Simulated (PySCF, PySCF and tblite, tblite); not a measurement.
# C3H8OSi: a path driven as ring inversion, and NMR exchange

Aim: the barrier and rate of ring inversion in C3H8OSi (`C1C[SiH2]CO1`), and what it does to NMR lines.

Programs: PySCF 2.14.0 with density-fitted response routines of our own, and tblite 0.8.0. All values are computed, except where a source is named. Atoms count from 0 throughout.

## Step 1: The molecule as given

13 atoms, charge 0, multiplicity 1; geometry from: force field or distance geometry start.

Bonds of the start (Å): C0–C1 1.54, C0–H5 1.08, C0–H6 1.10, C0–O4 1.45, C1–H7 1.11, C1–H8 1.09, C1–Si2 1.88, C3–H11 1.09, C3–H12 1.11, C3–O4 1.46, Si2–C3 1.89, Si2–H10 1.49, Si2–H9 1.49.

## Step 2: GFN2-xTB relaxation, start minimum

The job: settings as JSON, then the geometry in Å.

```
{"job": {"xc": "GFN2-xTB", "basis": "xTB", "kind": "relax"}, "charge": 0, "multiplicity": 1}
C      0.922600    -1.032800     0.050200
C      1.120300     0.495200     0.119300
Si    -0.583300     1.195900    -0.280200
C     -1.367500    -0.469000     0.142600
O     -0.346200    -1.363500     0.680200
H      1.709000    -1.565100     0.570000
H      0.893000    -1.380600    -0.991400
H      1.383100     0.786400     1.158400
H      1.914800     0.830400    -0.548700
H     -0.975800     2.306300     0.637500
H     -0.720800     1.518800    -1.732000
H     -1.798000    -0.945700    -0.740700
H     -2.155600    -0.375800     0.917200
```

Started as:

```
OMP_NUM_THREADS=1 python ens_run.py task.json out
```

This one command runs the whole study; its stages follow in the order run.

The program printed:

```text
step      E/eV     max force
  0    -442.77766    1.598
  1    -442.85333    0.634
  2    -442.87266    0.364
  3    -442.88615    0.363
  4    -442.90119    0.288
  5    -442.90782    0.186
  6    -442.91226    0.158
  7    -442.91533    0.166
  8    -442.91714    0.093
  9    -442.91795    0.085
 10    -442.91849    0.071
 11    -442.91903    0.069
 12    -442.91954    0.072
 13    -442.91996    0.060
 14    -442.92032    0.061
 15    -442.92068    0.056
 16    -442.92102    0.051
 17    -442.92133    0.045
 18    -442.92163    0.042
 19    -442.92197    0.062
 20    -442.92237    0.064
 21    -442.92286    0.059
 22    -442.92349    0.068
 23    -442.92427    0.081
 24    -442.92515    0.100
 25    -442.92603    0.090
 26    -442.92679    0.068
 27    -442.92741    0.062
 28    -442.92795    0.066
 29    -442.92847    0.065
 30    -442.92902    0.053
 31    -442.92962    0.072
 32    -442.93020    0.071
 33    -442.93072    0.073
 34    -442.93124    0.057
 35    -442.93183    0.067
 36    -442.93239    0.063
 37    -442.93280    0.046
 38    -442.93305    0.034
 39    -442.93322    0.035
 40    -442.93336    0.030
 41    -442.93346    0.026
 42    -442.93352    0.023
 43    -442.93357    0.024
 44    -442.93363    0.023
 45    -442.93369    0.025
 46    -442.93375    0.021
 47    -442.93379    0.021
 48    -442.93383    0.019
 49    -442.93386    0.015
 50    -442.93388    0.009
 51    -442.93389    0.009
 52    -442.93390    0.009
 53    -442.93391    0.010
 54    -442.93392    0.008
 55    -442.93393    0.006
 56    -442.93393    0.007
 57    -442.93394    0.007
 58    -442.93394    0.009
 59    -442.93395    0.005
 60    -442.93395    0.004
 61    -442.93396    0.003
```

Run time: 0.23 s. Hardware: 1 thread of Arm Neoverse V2, shared host.

Relaxing gained 0.156 eV and moved the atoms by 0.17 Å on average (rms).

## Step 3: Relaxed scan, ring torsion 4 driven

The job: settings as JSON, then the geometry in Å.

```
{"job": {"xc": "GFN2-xTB", "basis": "xTB", "coordinate": [["t", [3, 4, 0, 1], 1.0]], "kind": "drive"}, "charge": 0, "multiplicity": 1}
C      0.881704    -1.007754     0.136840
C      1.156751     0.500860     0.053502
Si    -0.583096     1.225916    -0.234047
C     -1.378546    -0.490424     0.085133
O     -0.367462    -1.247674     0.736479
H      1.618470    -1.533611     0.747474
H      0.894697    -1.437459    -0.877785
H      1.578134     0.848846     0.996102
H      1.883163     0.713014    -0.727265
H     -0.961286     2.222421     0.766305
H     -0.813878     1.691784    -1.602853
H     -1.672549    -0.992506    -0.847982
H     -2.240491    -0.492928     0.750370
```

The program printed:

```text
point  coordinate     E/eV
  0     37.700     -442.89396
  1     22.900     -442.82094
  2      7.700     -442.77021
  3     -7.700     -442.77191
  4    -22.900     -442.82258
  5    -37.600     -442.88864
  6    -52.000     -442.93361
```

It took 0.6 s on 1 thread of Arm Neoverse V2, shared host.

The highest point is number 2, 2.9 kcal/mol above the first.

## Step 4: Nudged elastic band, leg 1

The job, as its differences from that of step 3:

```diff
@@ -1,2 +1,2 @@
-{"job": {"xc": "GFN2-xTB", "basis": "xTB", "coordinate": [["t", [3, 4, 0, 1], 1.0]], "kind": "drive"}, "charge": 0, "multiplicity": 1}
+{"job": {"xc": "GFN2-xTB", "basis": "xTB", "kind": "neb"}, "charge": 0, "multiplicity": 1}
 C      0.881704    -1.007754     0.136840
```

The program printed:

```text
image   E - E0 / eV
  0       0.0000
  1       0.0603
  2       0.1631
  3       0.1433
  4       0.0508
  5       0.0140
  6       0.0000
```

It took 0.84 s on 1 thread of Arm Neoverse V2, shared host.

The highest point is number 2, 3.8 kcal/mol above the first.

## Step 5: Saddle search, leg 1

The job: settings as JSON, then the geometry in Å.

```
{"job": {"xc": "GFN2-xTB", "basis": "xTB", "kind": "saddle"}, "charge": 0, "multiplicity": 1}
C      0.940212    -1.033773     0.136403
C      1.137672     0.484258     0.023759
Si    -0.597616     1.218710    -0.231629
C     -1.418885    -0.479901     0.054882
O     -0.409647    -1.458428     0.245150
H      1.446946    -1.424386     1.027337
H      1.373849    -1.534751    -0.739550
H      1.600727     0.870864     0.930809
H      1.817778     0.708364    -0.795582
H     -0.955684     2.212712     0.781084
H     -0.832921     1.719726    -1.587196
H     -2.044944    -0.787989    -0.790679
H     -2.057488    -0.495408     0.945214
```

The program printed:

```text
step      E/eV     max force
  0    -442.77088   0.0719
  1    -442.76695   0.1821
  2    -442.76770   0.0532
  3    -442.76707   0.0876
  4    -442.76985   0.0541
  5    -442.77353   0.1170
  6    -442.77152   0.0132
  7    -442.77394   0.0244
  8    -442.77646   0.0257
  9    -442.77898   0.0258
 10    -442.78142   0.0240
 11    -442.78453   0.0240
 12    -442.78752   0.0670
 13    -442.78606   0.0112
 14    -442.78771   0.0222
 15    -442.78877   0.0235
 16    -442.78913   0.0085
 17    -442.78913   0.0000
lowest wavenumbers (cm-1): -156.9 117.2 382.6 486.3 497.6 596.5
```

Wall time 2 s (1 thread of Arm Neoverse V2, shared host).

Point group C1; 1 imaginary mode, 157i cm⁻¹, carried by O4, C0, H5, H6. Steps downhill from it reached both ends.

## Step 6: DFT refinement, start: B3LYP-D3(BJ)/def2-SVP

The job: settings as JSON, then the geometry in Å.

```
{"job": {"xc": "B3LYP", "basis": "def2-SVP", "kind": "refine"}, "charge": 0, "multiplicity": 1}
C      0.881704    -1.007754     0.136840
C      1.156751     0.500860     0.053502
Si    -0.583096     1.225916    -0.234047
C     -1.378546    -0.490424     0.085133
O     -0.367462    -1.247674     0.736479
H      1.618470    -1.533611     0.747474
H      0.894697    -1.437459    -0.877785
H      1.578134     0.848846     0.996102
H      1.883163     0.713014    -0.727265
H     -0.961286     2.222421     0.766305
H     -0.813878     1.691784    -1.602853
H     -1.672549    -0.992506    -0.847982
H     -2.240491    -0.492928     0.750370
```

The program printed:

```text
step      E/eV     max force
  0    -13160.27433   0.9063
  1    -13160.32246   0.1668
  2    -13160.32492   0.0316
  3    -13160.32524   0.0073
```

It took 22 s on 1 thread of Arm Neoverse V2, shared host; peak memory 0.56 GiB.

Gain 0.051 eV; displacement 0.03 Å root mean square.

DFT refinement, saddle of leg 1: B3LYP-D3(BJ)/def2-SVP:

The job: settings as JSON, then the geometry in Å.

```
{"job": {"xc": "B3LYP", "basis": "def2-SVP", "kind": "refine"}, "charge": 0, "multiplicity": 1}
C      0.933592    -1.025003    -0.005058
C      1.098939     0.487466     0.167306
Si    -0.585545     1.196339    -0.359214
C     -1.398386    -0.449982     0.162148
O     -0.418326    -1.465383     0.008641
H      1.463600    -1.571587     0.785304
H      1.357203    -1.338291    -0.968624
H      1.295410     0.725546     1.213389
H      1.953560     0.835510    -0.406689
H     -1.033737     2.337450     0.435686
H     -0.677239     1.443138    -1.799332
H     -2.254796    -0.753751    -0.442713
H     -1.734274    -0.421451     1.209154
```

The program printed:

```text
step      E/eV     max force
  0    -13160.11397   1.0572
  1    -13160.16989   0.1346
  2    -13160.17105   0.0887
  3    -13160.17201   0.0322
  4    -13160.17211   0.0083
```

It took 28 s on 1 thread of Arm Neoverse V2, shared host; peak memory 0.56 GiB.

Gain 0.058 eV; displacement 0.04 Å root mean square.

## Step 7: Shieldings, start: PBE0/pcSseg-1

The job: settings as JSON, then the geometry in Å.

```
{"job": {"kind": "nmr", "xc": "PBE0", "basis": "pcSseg-1", "pop": false}, "charge": 0, "multiplicity": 1}
C      0.888704    -1.021792     0.149357
C      1.168614     0.494203     0.041714
Si    -0.577471     1.204152    -0.224649
C     -1.391121    -0.507126     0.085917
O     -0.371897    -1.244400     0.755445
H      1.631344    -1.545868     0.769440
H      0.913703    -1.476520    -0.863773
H      1.589959     0.878737     0.984081
H      1.877868     0.728839    -0.766251
H     -0.954421     2.235797     0.783266
H     -0.824728     1.748143    -1.592276
H     -1.673296    -0.995213    -0.871053
H     -2.281646    -0.498466     0.731055
```

The program printed:

```text
coarse grid: 10928 points
cycle   1  E = -483.3471662035  dE =  4.087e-01  |g| = 5.476e-01  |ddm| = 3.091e+00
cycle   2  E = -483.2733747338  dE =  7.379e-02  |g| = 8.283e-01  |ddm| = 1.235e+00
cycle   3  E = -483.4070291756  dE = -1.337e-01  |g| = 7.771e-02  |ddm| = 8.509e-01
cycle   4  E = -483.4079146315  dE = -8.855e-04  |g| = 3.555e-02  |ddm| = 6.913e-02
cycle   5  E = -483.4082093171  dE = -2.947e-04  |g| = 6.342e-03  |ddm| = 3.141e-02
cycle   6  E = -483.4082182579  dE = -8.941e-06  |g| = 1.198e-03  |ddm| = 6.307e-03
final grid: 99736 points
cycle   7  E = -483.4490739917  dE = -1.120e-05  |g| = 1.159e-02  |ddm| = 1.884e-02
cycle   8  E = -483.4490436547  dE =  3.034e-05  |g| = 1.730e-02  |ddm| = 1.753e-02
cycle   9  E = -483.4491000421  dE = -5.639e-05  |g| = 1.152e-03  |ddm| = 1.082e-02
cycle  10  E = -483.4491003332  dE = -2.911e-07  |g| = 1.886e-04  |ddm| = 1.243e-03
cycle  11  E = -483.4491003412  dE = -7.908e-09  |g| = 3.571e-05  |ddm| = 2.111e-04
cycle  12  E = -483.4491003414  dE = -2.610e-10  |g| = 1.417e-05  |ddm| = 4.661e-05
converged SCF energy = -483.4491003414

GIAO shielding tensors (ppm)
atom      isotropic    diamagn.    paramagn.     s11        s22        s33       span
  0 C      112.322     244.989    -132.668     70.617    100.905    165.443     94.826
  1 C      172.492     253.721     -81.229    148.096    171.724    197.657     49.562
  2 Si     384.812     879.618    -494.806    339.345    382.939    432.151     92.806
  3 C      126.733     250.118    -123.384     88.404    102.543    189.252    100.848
  4 O      273.677     395.533    -121.856    210.113    259.838    351.078    140.965
  5 H       26.995      28.947      -1.952     21.886     26.291     32.807     10.921
  6 H       28.266      30.128      -1.862     22.521     27.565     34.712     12.191
  7 H       30.157      30.422      -0.265     25.284     27.305     37.884     12.600
  8 H       30.331      30.112       0.218     25.888     27.222     37.882     11.994
  9 H       27.324      28.518      -1.195     24.123     24.504     33.344      9.221
 10 H       27.179      28.436      -1.257     24.185     24.470     32.881      8.696
 11 H       28.221      29.567      -1.346     23.071     26.661     34.930     11.859
 12 H       27.373      29.137      -1.764     23.426     25.644     33.050      9.624
```

Wall time 7.3 s (1 thread of Arm Neoverse V2, shared host); peak memory 0.65 GiB.

In short: HOMO -7.17 eV, LUMO 0.74 eV; dipole 1.25 D.

## Step 8: Shieldings, saddle of leg 1: PBE0/pcSseg-1

The job: settings as JSON, then the geometry in Å.

```
{"job": {"kind": "nmr", "xc": "PBE0", "basis": "pcSseg-1", "pop": false}, "charge": 0, "multiplicity": 1}
C      0.945796    -1.036792    -0.022795
C      1.109123     0.482645     0.179483
Si    -0.575787     1.165697    -0.347049
C     -1.415236    -0.463636     0.177289
O     -0.418616    -1.465799     0.012367
H      1.499153    -1.599688     0.750093
H      1.367364    -1.331020    -1.001745
H      1.258569     0.731229     1.243408
H      1.973285     0.872998    -0.377242
H     -1.021844     2.377305     0.398090
H     -0.673913     1.419865    -1.813634
H     -2.290513    -0.746182    -0.430100
H     -1.757383    -0.406622     1.231834
```

The program printed:

```text
coarse grid: 10928 points
cycle   1  E = -483.3384411795  dE =  4.093e-01  |g| = 5.593e-01  |ddm| = 3.087e+00
cycle   2  E = -483.2644894456  dE =  7.395e-02  |g| = 8.385e-01  |ddm| = 1.276e+00
cycle   3  E = -483.4006395105  dE = -1.362e-01  |g| = 7.503e-02  |ddm| = 8.668e-01
cycle   4  E = -483.4014503771  dE = -8.109e-04  |g| = 3.525e-02  |ddm| = 6.632e-02
cycle   5  E = -483.4017394054  dE = -2.890e-04  |g| = 6.465e-03  |ddm| = 3.186e-02
cycle   6  E = -483.4017486779  dE = -9.273e-06  |g| = 1.044e-03  |ddm| = 6.196e-03
final grid: 99736 points
cycle   7  E = -483.4427913314  dE = -1.287e-05  |g| = 1.097e-02  |ddm| = 1.799e-02
cycle   8  E = -483.4427657921  dE =  2.554e-05  |g| = 1.608e-02  |ddm| = 1.676e-02
cycle   9  E = -483.4428148987  dE = -4.911e-05  |g| = 1.092e-03  |ddm| = 1.024e-02
cycle  10  E = -483.4428151547  dE = -2.560e-07  |g| = 1.947e-04  |ddm| = 1.188e-03
cycle  11  E = -483.4428151632  dE = -8.525e-09  |g| = 3.137e-05  |ddm| = 2.170e-04
cycle  12  E = -483.4428151634  dE = -1.816e-10  |g| = 1.497e-05  |ddm| = 3.962e-05
converged SCF energy = -483.4428151634

GIAO shielding tensors (ppm)
atom      isotropic    diamagn.    paramagn.     s11        s22        s33       span
  0 C      112.411     242.950    -130.539     65.566    103.026    168.642    103.077
  1 C      173.302     254.126     -80.824    152.297    173.351    194.259     41.962
  2 Si     383.536     879.762    -496.226    335.784    385.149    429.674     93.890
  3 C      128.499     249.076    -120.577     87.811    108.305    189.380    101.569
  4 O      300.482     394.816     -94.334    205.141    275.088    421.217    216.076
  5 H       26.957      28.716      -1.759     21.632     26.539     32.699     11.067
  6 H       27.352      29.381      -2.029     21.742     26.800     33.515     11.772
  7 H       30.102      30.858      -0.756     25.315     27.401     37.590     12.275
  8 H       30.213      29.920       0.293     26.080     26.937     37.623     11.543
  9 H       27.067      28.492      -1.425     23.989     24.545     32.668      8.678
 10 H       27.244      28.601      -1.357     24.039     24.540     33.152      9.114
 11 H       27.389      28.821      -1.432     23.352     25.601     33.214      9.862
 12 H       27.841      29.462      -1.621     22.729     25.879     34.915     12.186
```

Wall time 7.2 s (1 thread of Arm Neoverse V2, shared host); peak memory 0.67 GiB.

Key values: HOMO -6.96 eV, LUMO 0.72 eV; dipole 1.51 D.

## Step 9: Kinetics and line shapes

The job: settings as JSON, then the geometry in Å.

```
{"job": {"smiles": "C1C[SiH2]CO1", "charge": 0, "mult": 1, "motion": "ring", "what": "5-membered ring", "atoms": [0, 1, 2, 3, 4], "ring": [0, 1, 2, 3, 4], "study": "path", "level": {"kind": "nmr", "xc": "PBE0", "basis": "pcSseg-1"}, "fields": [80, 700, 900], "first": 3, "seed": 217, "refine": {"xc": "B3LYP", "basis": "def2-SVP"}, "kind": "path"}, "charge": 0, "multiplicity": 1}
C      0.881704    -1.007754     0.136840
C      1.156751     0.500860     0.053502
Si    -0.583096     1.225916    -0.234047
C     -1.378546    -0.490424     0.085133
O     -0.367462    -1.247674     0.736479
H      1.618470    -1.533611     0.747474
H      0.894697    -1.437459    -0.877785
H      1.578134     0.848846     0.996102
H      1.883163     0.713014    -0.727265
H     -0.961286     2.222421     0.766305
H     -0.813878     1.691784    -1.602853
H     -1.672549    -0.992506    -0.847982
H     -2.240491    -0.492928     0.750370
```

The program printed:

```text
stationary points (kcal/mol above the start)
  n  kind          group   xTB      DFT    lowest mode
  0  minimum      C1       0.00     0.00     110.4
  1  saddle       C1       3.34     3.96    -156.9
  2  minimum      C1       0.00     0.00     110.9

GFN2-xTB energies: T/K, barrier G, reaction G (kcal/mol), k forward, k back (1/s)
 150.00     2.93    -0.00    3.4e+08   3.36e+08
 200.00     2.96    -0.00   4.81e+09   4.77e+09
 250.00     3.02    -0.00   2.39e+10   2.38e+10
 298.15     3.09    -0.00   6.79e+10   6.76e+10
 350.00     3.17    -0.00   1.52e+11   1.51e+11
 400.00     3.27    -0.00   2.72e+11   2.71e+11
 500.00     3.50    -0.00   6.17e+11   6.15e+11

B3LYP-D3(BJ)/def2-SVP energies: T/K, barrier G, reaction G (kcal/mol), k forward, k back (1/s)
 150.00     3.12    -0.00   1.79e+08   1.77e+08
 200.00     3.16    -0.00   2.97e+09   2.94e+09
 250.00     3.21    -0.00   1.63e+10   1.62e+10
 298.15     3.28    -0.00   4.92e+10   4.89e+10
 350.00     3.37    -0.00   1.16e+11   1.15e+11
 400.00     3.46    -0.00   2.14e+11   2.13e+11
 500.00     3.69    -0.00   5.09e+11   5.07e+11

PBE0/pcSseg-1 + D3(BJ) energies: T/K, barrier G, reaction G (kcal/mol), k forward, k back (1/s)
 150.00     3.54    -0.00   4.31e+07   4.26e+07
 200.00     3.58    -0.00   1.02e+09   1.01e+09
 250.00     3.63    -0.00   6.93e+09   6.88e+09
 298.15     3.70    -0.00    2.4e+10   2.39e+10
 350.00     3.79    -0.00   6.28e+10   6.25e+10
 400.00     3.89    -0.00   1.25e+11   1.25e+11
 500.00     4.11    -0.00   3.32e+11   3.31e+11
```

Wall time 69 s (1 thread of Arm Neoverse V2, shared host); peak memory 0.67 GiB. This counts the whole study up to here.

Barriers by level (kcal/mol; entropies in cal/(mol K)). Zero-point and thermal terms come from xTB in every row. ΔG‡ leaves symmetry out; the rate counts equivalent paths (a factor of 2); effective ΔG‡, where given, is the barrier that would give that rate by Eyring's equation alone:

```
                 level   ΔE‡  with zero-point   ΔH‡   ΔS‡  ΔG‡ (298 K)  ΔE of reaction  k at 298 K (1/s)  effective ΔG‡
              GFN2-xTB  3.34             2.90  2.61  -1.6         3.09            0.00           6.8e+10           2.68
 B3LYP-D3(BJ)/def2-SVP  3.53             3.09  2.80  -1.6         3.28            0.00           4.9e+10           2.87
PBE0/pcSseg-1 + D3(BJ)  3.96             3.52  3.22  -1.6         3.70            0.00           2.4e+10           3.29
```

Sites that the driver pairs across this motion, and where their lines would merge (no couplings; faster rotations or exchange between molecules can average them sooner):

```
nucleus  sites: shielding (ppm)  proton frequency (MHz)  spread (Hz)  coalescence (K)  lines at 298 K
$^{1}$H    H5: 27.00; H6: 28.27                      80          102               76               1
$^{1}$H    H5: 27.00; H6: 28.27                     700          890               83               1
$^{1}$H    H5: 27.00; H6: 28.27                     900         1144               84               1
$^{1}$H  H11: 28.22; H12: 27.37                      80           68               75               1
$^{1}$H  H11: 28.22; H12: 27.37                     700          593               82               1
$^{1}$H  H11: 28.22; H12: 27.37                     900          763               83               1
$^{1}$H    H7: 30.16; H8: 30.33                      80           14               70               1
$^{1}$H    H7: 30.16; H8: 30.33                     700          121               76               1
$^{1}$H    H7: 30.16; H8: 30.33                     900          156               77               1
$^{1}$H   H9: 27.32; H10: 27.18                      80           12               70               1
$^{1}$H   H9: 27.32; H10: 27.18                     700          102               76               1
$^{1}$H   H9: 27.32; H10: 27.18                     900          130               77               1
```

## Step 10: Summary of results

```
                        quantity                              value
barrier (PBE0/pcSseg-1 + D3(BJ))   ΔE‡ 4.0, ΔG‡(298 K) 3.7 kcal/mol
              barrier (GFN2-xTB)                   ΔE‡ 3.3 kcal/mol
                   rate at 298 K                        2.4e+10 s⁻¹
                 end of the path  the start, renumbered or mirrored
       coalescence of $^{1}$H H5                    84 K at 900 MHz
```

DFT puts the top 4.0 kcal/mol above the start (xTB: 3.3); the rate from the DFT barrier is 2.4e+10 s⁻¹ at 298 K. An error of 1.4 kcal/mol changes that rate tenfold. The $^{1}$H lines of H5 and its partners, 1144 Hz apart at 900 MHz, merge at 84 K, so by this path alone the exchange at 298 K is fast for them; other paths were not followed.
